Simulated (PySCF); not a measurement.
# C3H7FGe: NMR shifts and spin-spin couplings

What NMR shifts and spin-spin couplings should C3H7FGe (`F/C=C\[CH2][GeH3]`) show?

The runs use PySCF 2.14.0, with density-fitted response routines of our own; the level of theory stands in each step. All values are computed, except where a source is named. Atoms are numbered from 0 throughout.

## (1) Starting geometry

12 atoms, charge 0, multiplicity 1; geometry from: GFN2-xTB.

Bonds of the start (Å): F0–C1 1.35, C1–C2 1.32, C2–C3 1.49, C3–Ge4 1.98, C1–H5 1.08, C2–H6 1.08, C3–H7 1.10, C3–H8 1.09, Ge4–H9 1.49, Ge4–H10 1.50, Ge4–H11 1.49.

## (2) Nuclear shieldings: PBE0/pcSseg-1

What the job is given:

```
{"job": {"kind": "nmr", "xc": "PBE0", "basis": "pcSseg-1"}, "charge": 0, "multiplicity": 1}
F      0.613928     1.142596     1.405235
C      1.531996     0.269641     0.926054
C      1.220716    -0.602856    -0.009710
C     -0.117683    -0.758420    -0.643187
Ge    -1.507861     0.588896    -0.211431
H      2.492829     0.393740     1.400535
H      2.000967    -1.272140    -0.345993
H     -0.506963    -1.748473    -0.383596
H      0.016046    -0.773488    -1.729284
H     -1.979764     0.517031     1.199386
H     -2.683181     0.265638    -1.091636
H     -1.079831     1.977150    -0.542399
```

With the program's defaults for keys left out, this is: GIAO PBE0/pcSseg-1 NMR shielding, non-relativistic, gas phase.

Log:

```text
coarse grid: 45560 points
cycle   1  E = -2294.5162437194  dE = -2.067e-01  |g| = 9.297e-01  |ddm| = 3.125e+00
cycle   2  E = -2294.4752957470  dE =  4.095e-02  |g| = 9.916e-01  |ddm| = 9.270e-01
cycle   3  E = -2294.5834711733  dE = -1.082e-01  |g| = 1.441e-01  |ddm| = 6.163e-01
cycle   4  E = -2294.5872895308  dE = -3.818e-03  |g| = 6.334e-02  |ddm| = 1.409e-01
cycle   5  E = -2294.5881050652  dE = -8.155e-04  |g| = 1.174e-02  |ddm| = 5.080e-02
cycle   6  E = -2294.5881284025  dE = -2.334e-05  |g| = 4.456e-03  |ddm| = 1.092e-02
cycle   7  E = -2294.5881317578  dE = -3.355e-06  |g| = 4.936e-04  |ddm| = 3.518e-03
final grid: 95872 points
cycle   8  E = -2294.5881274994  dE = -5.912e-08  |g| = 5.866e-04  |ddm| = 1.603e-03
cycle   9  E = -2294.5881274619  dE =  3.756e-08  |g| = 7.931e-04  |ddm| = 1.009e-03
cycle  10  E = -2294.5881275564  dE = -9.452e-08  |g| = 7.679e-05  |ddm| = 5.595e-04
cycle  11  E = -2294.5881275576  dE = -1.245e-09  |g| = 2.125e-05  |ddm| = 7.030e-05
cycle  12  E = -2294.5881275577  dE = -7.549e-11  |g| = 4.444e-06  |ddm| = 1.974e-05
converged SCF energy = -2294.5881275577

GIAO shielding tensors (ppm)
atom      isotropic    diamagn.    paramagn.     s11        s22        s33       span
  0 F      305.722     476.800    -171.078    211.635    283.102    422.429    210.794
  1 C       27.400     247.128    -219.728    -66.441     72.622     76.018    142.460
  2 C       70.395     257.271    -186.877    -34.214     91.828    153.570    187.784
  3 C      177.207     250.239     -73.033    161.131    180.455    190.034     28.903
  4 Ge    1558.475    2754.775   -1196.300   1497.419   1516.569   1661.436    164.017
  5 H       24.864      28.405      -3.541     21.944     25.537     27.111      5.168
  6 H       26.416      30.365      -3.949     23.806     26.231     29.212      5.406
  7 H       30.014      30.113      -0.100     24.495     28.078     37.469     12.974
  8 H       30.137      30.346      -0.209     24.406     28.558     37.446     13.039
  9 H       27.795      29.342      -1.547     21.156     23.341     38.889     17.732
 10 H       28.208      28.880      -0.673     21.242     22.949     40.432     19.191
 11 H       27.856      29.340      -1.484     21.292     23.441     38.834     17.542
```

Wall time 15 s (1 thread, shared host).

The references, computed at this level on geometries of the same kind, shield at (ppm): 1H TMS 31.72, 13C TMS 186.9, 19F CFCl3 170.9, 73Ge GeMe4 1331. Their shielding less the atom's gives the shift. The references are single molecules in the gas phase, so shifts against H2O, NH3, PH3, H3PO4 or CFCl3 are not on the usual liquid scales and can be off by tens of ppm. Atoms listed in one row are averaged.

```csv
atoms,environment,σ (ppm),δ (ppm)
C1,alkene CH,27.4,159.5
C2,alkene CH,70.4,116.5
C3,allylic sp3 CH2 bonded to Ge,177.2,9.7
H5,hydrogen on an alkene CH,24.86,6.85
H6,hydrogen on an alkene CH,26.42,5.30
"H9, H10, H11",hydrogen on a germanium bonded to C,27.95,3.76
"H7, H8",hydrogen on an allylic sp3 CH2 bonded to Ge,30.08,1.64
F0,vinylic fluorine,305.7,-134.8
Ge4,"germanium bonded to C, 3 H",1558,-228
```

The run also stored atomic charges by several schemes (e):

```csv
atoms,Mulliken,IAO,Hirshfeld,ESP fit
F0,-0.29,-0.27,-0.06,-0.12
C1,0.25,0.11,0.03,-0.07
C2,-0.24,-0.19,-0.07,-0.25
C3,-0.48,-0.51,-0.15,0.01
Ge4,0.26,0.49,0.28,0.24
```

Mayer bond orders: F0–C1 0.91, C1–C2 1.88, C2–C3 1.02, C3–Ge4 0.91.

## (3) Indirect couplings: B3LYP/pcSseg-1+pcJ-1

The job, as its differences from that of step 2:

```diff
@@ -1,2 +1,2 @@
-{"job": {"kind": "nmr", "xc": "PBE0", "basis": "pcSseg-1"}, "charge": 0, "multiplicity": 1}
+{"job": {"kind": "j", "xc": "B3LYP", "basis": "pcJ-1"}, "charge": 0, "multiplicity": 1}
 F      0.613928     1.142596     1.405235
```

Level: B3LYP/pcJ-1 Ge:pcSseg-1 indirect spin-spin coupling, non-relativistic, gas phase.

Log:

```text
coarse grid: 45560 points
cycle   1  E = -2295.0932614106  dE = -2.395e-01  |g| = 1.016e+00  |ddm| = 2.921e+00
cycle   2  E = -2295.0234013972  dE =  6.986e-02  |g| = 1.154e+00  |ddm| = 1.057e+00
cycle   3  E = -2295.1737302963  dE = -1.503e-01  |g| = 1.804e-01  |ddm| = 7.278e-01
cycle   4  E = -2295.1797089386  dE = -5.979e-03  |g| = 8.074e-02  |ddm| = 1.702e-01
cycle   5  E = -2295.1810164248  dE = -1.307e-03  |g| = 1.763e-02  |ddm| = 6.341e-02
cycle   6  E = -2295.1810683768  dE = -5.195e-05  |g| = 5.883e-03  |ddm| = 1.476e-02
cycle   7  E = -2295.1810740713  dE = -5.695e-06  |g| = 6.593e-04  |ddm| = 4.632e-03
final grid: 95872 points
cycle   8  E = -2295.1810295026  dE = -4.447e-08  |g| = 8.445e-04  |ddm| = 1.942e-03
cycle   9  E = -2295.1810293902  dE =  1.124e-07  |g| = 1.199e-03  |ddm| = 1.420e-03
cycle  10  E = -2295.1810296319  dE = -2.417e-07  |g| = 1.087e-04  |ddm| = 8.118e-04
cycle  11  E = -2295.1810296343  dE = -2.400e-09  |g| = 3.187e-05  |ddm| = 9.665e-05
cycle  12  E = -2295.1810296344  dE = -1.965e-10  |g| = 5.717e-06  |ddm| = 2.764e-05
converged SCF energy = -2295.1810296344

Indirect spin-spin couplings (Hz)
  i      j    bonds     total        FC       PSO       DSO        SD
  0 F    1 C    1   -316.289  -316.297    -3.588     0.863     2.734
  0 F    2 C    2      1.130    15.381   -25.308    -0.117    11.173
  0 F    3 C    3      5.207     7.968    -3.012     0.113     0.138
  0 F    5 H    2     93.169    90.829     6.277    -1.313    -2.625
  0 F    6 H    3     35.568    40.600    -3.839    -2.106     0.913
  0 F    7 H    4      5.639     6.893    -0.078    -0.871    -0.305
  0 F    8 H    4      3.390     4.970    -0.001    -1.194    -0.385
  0 F    9 H    5     35.707    35.646    -1.905     1.742     0.224
  0 F   10 H    5     33.990    36.944     0.638    -3.558    -0.035
  0 F   11 H    5     29.297    29.144    -1.608     1.585     0.175
  1 C    2 C    1     93.546   102.371    -9.091     0.266         -
  1 C    3 C    2     -1.615    -1.297    -0.341     0.023         -
  1 C    5 H    1    209.145   208.513    -0.433     1.065         -
  1 C    6 H    2     14.430    15.935    -1.256    -0.249         -
  1 C    7 H    3      7.430     7.428     0.241    -0.238         -
  1 C    8 H    3      8.198     8.156     0.342    -0.299         -
  1 C    9 H    4      0.581     0.663     0.046    -0.128         -
  1 C   10 H    4     -0.828    -0.294     0.200    -0.734         -
  1 C   11 H    4      0.285     0.314     0.013    -0.042         -
  2 C    3 C    1     43.592    44.576    -1.275     0.292         -
  2 C    5 H    2     14.663    15.727    -0.597    -0.467         -
  2 C    6 H    1    165.613   164.209     0.450     0.954         -
  2 C    7 H    2     -8.424    -8.612     0.105     0.082         -
  2 C    8 H    2     -7.866    -7.973     0.030     0.077         -
  2 C    9 H    3     -0.651    -0.419     0.014    -0.246         -
  2 C   10 H    3      5.596     6.039     0.210    -0.653         -
  2 C   11 H    3     -0.235    -0.079    -0.005    -0.151         -
  3 C    5 H    3      6.838     6.882     0.363    -0.406         -
  3 C    6 H    2      2.240     2.146     0.199    -0.105         -
  3 C    7 H    1    134.008   131.498     1.306     1.204         -
  3 C    8 H    1    134.279   131.789     1.292     1.198         -
  3 C    9 H    2      5.372     5.955     0.078    -0.661         -
  3 C   10 H    2      8.665     9.069     0.037    -0.441         -
  3 C   11 H    2      5.261     5.820     0.079    -0.639         -
  5 H    6 H    3      5.718     5.865     0.346    -0.493         -
  5 H    7 H    4     -3.658    -3.685     1.564    -1.537         -
  5 H    8 H    4     -2.484    -2.514     1.602    -1.572         -
  5 H    9 H    5      0.272     0.338     1.130    -1.196         -
  5 H   10 H    5     -0.546     0.619     1.186    -2.351         -
  5 H   11 H    5      0.386     0.351     1.012    -0.978         -
  6 H    7 H    3      4.585     4.297     0.641    -0.353         -
  6 H    8 H    3      6.679     6.365     0.304     0.010         -
  6 H    9 H    4     -0.596    -0.072     1.182    -1.706         -
  6 H   10 H    4      1.359     2.192     1.089    -1.922         -
  6 H   11 H    4     -0.562    -0.201     1.075    -1.436         -
  7 H    8 H    2    -19.889   -21.025     2.345    -1.208         -
  7 H    9 H    3      0.482     1.108     0.147    -0.773         -
  7 H   10 H    3     -0.064     0.311     0.157    -0.533         -
  7 H   11 H    3      7.727    10.243     1.649    -4.166         -
  8 H    9 H    3      7.600    10.130     1.623    -4.153         -
  8 H   10 H    3      1.121     1.268    -0.034    -0.113         -
  8 H   11 H    3     -0.638     0.163     0.302    -1.104         -
  9 H   10 H    2      9.075    12.331     1.079    -4.335         -
  9 H   11 H    2      5.492     9.239     1.143    -4.890         -
 10 H   11 H    2      8.125    11.365     1.070    -4.310         -
```

Run time: 41 s. Hardware: 1 thread, shared host.

A choice of the couplings up to four bonds, sorted by the number of bonds, with means over like pairs; isotopes 13C, 19F, 1H:

| pair | bonds | J (Hz) | Fermi contact (Hz) | dihedral (°) |
| --- | --- | --- | --- | --- |
| F0–C1 | 1 | -316.3 | -316.3 | – |
| C1–H5 | 1 | 209.1 | 208.5 | – |
| C2–H6 | 1 | 165.6 | 164.2 | – |
| C3–H7 | 1 | 134.1 | 131.6 | – |
| C1–C2 | 1 | 93.5 | 102.4 | – |
| C2–C3 | 1 | 43.6 | 44.6 | – |
| F0–H5 | 2 | 93.2 | 90.8 | – |
| H7–H8 | 2 | -19.9 | -21.0 | – |
| C2–H5 | 2 | 14.7 | 15.7 | – |
| C1–H6 | 2 | 14.4 | 15.9 | – |
| C2–H7 | 2 | -8.1 | -8.3 | – |
| H9–H10 | 2 | 7.6 | 11.0 | – |
| C3–H9 | 2 | 6.4 | 6.9 | – |
| C3–H6 | 2 | 2.2 | 2.1 | – |
| C1–C3 | 2 | -1.6 | -1.3 | – |
| F0–H6 | 3 | 35.6 | 40.6 | -180 |
| C1–H7 | 3 | 7.8 | 7.8 | – |
| C3–H5 | 3 | 6.8 | 6.9 | 180 |
| H5–H6 | 3 | 5.7 | 5.9 | 0 |
| H6–H7 | 3 | 5.6 | 5.3 | – |
| F0–C3 | 3 | 5.2 | 8.0 | 0 |
| H7–H9 | 3 | 2.7 | 3.9 | – |
| C2–H9 | 3 | 1.6 | 1.8 | – |
| F0–H7 | 4 | 4.5 | 5.9 | – |
| H5–H7 | 4 | -3.1 | -3.1 | – |

The spin-dipole term was solved for some atoms only; pairs without it lack that part.

The response was solved for the nuclei of C, F, H alone, so couplings that need other nuclei can be missing.

Quadrupole couplings from the field gradients of the same density:

| atom | isotope | eQq/h (MHz) | η |
| --- | --- | --- | --- |
| Ge4 | 73Ge | -20.1 | 0.55 |

Joined with the shifts from before (PBE0/pcSseg-1, unscaled), the couplings predict the line list below for 600 MHz.

1H NMR δ 6.85 (ddt, J = 93.2, 5.7, 3.1 Hz, 1H), 5.30 (dq, J = 35.6, 5.7 Hz, 1H), 3.76 (dt, J = 33.0, 2.7 Hz, 3H), 1.64 (d of d of quint, J = 5.6, 4.5, 2.8 Hz, 2H). The letters are first-order; like nuclei with unlike couplings give more lines.

## (4) What came out

```
                                                              quantity                       value
                                13C shifts against TMS (PBE0/pcSseg-1)       159.5, 116.5, 9.7 ppm
1H shifts against TMS (PBE0/pcSseg-1, means over atoms taken as alike)  6.85, 5.30, 3.76, 1.64 ppm
                              19F shifts against CFCl3 (PBE0/pcSseg-1)                  -134.8 ppm
                             73Ge shifts against GeMe4 (PBE0/pcSseg-1)                    -228 ppm
                  largest coupling of the table (B3LYP/pcSseg-1+pcJ-1)    1J(F,C) F0–C1, -316.3 Hz
```

In words: At PBE0/pcSseg-1: The largest span, 211 ppm, is at F0, where the paramagnetic term is -171 ppm. Of the pairs tabulated at B3LYP/pcSseg-1+pcJ-1, F0–C1 couples most strongly (-316.3 Hz; Fermi contact -316.3 Hz). Couplings across rotatable bonds belong to this one conformer; where others are populated, the observed values are averages. Spin-orbit coupling is left out, which matters for shieldings and couplings at and beside the heavy atoms.
